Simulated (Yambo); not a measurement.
The system is Si.

```xyz
2
Lattice="0.0000 2.7155 2.7155 2.7155 0.0000 2.7155 2.7155 2.7155 0.0000" Properties=species:S:1:pos:R:3 pbc="T T T"
Si    0.0000    0.0000    0.0000
Si    1.3578    1.3578    1.3578
```

The cell was built by a generator and needn't be a form met in nature.

Program: Yambo 5.3.0. Alike in all runs: task optical spectrum; level LDA; potentials or basis PseudoDojo 0.4.1 SR LDA standard; no spin polarisation; cell as given; cutoff (eV) 435; smearing fixed. Hardware: 1 thread of AMD EPYC 7R43 64-Core Processor (Zen 3) (shared host).

Order these runs on this cell by their wall time, lowest first.
A. k mesh 20 × 20 × 20; k mesh of the self-consistent run 20 × 20 × 20; kernel none (independent particles)
B. k mesh 20 × 20 × 20; k mesh of the self-consistent run 20 × 20 × 20; kernel adiabatic LDA; cutoff of the response matrix 3 Ry
C. k mesh 12 × 12 × 12; k mesh of the self-consistent run 12 × 12 × 12; kernel adiabatic LDA; cutoff of the response matrix 3 Ry

C (39 s), A (93 s), B (200 s).

Caveats: these spectra lack excitons (some runs); independent-particle spectra lack excitons (some runs).
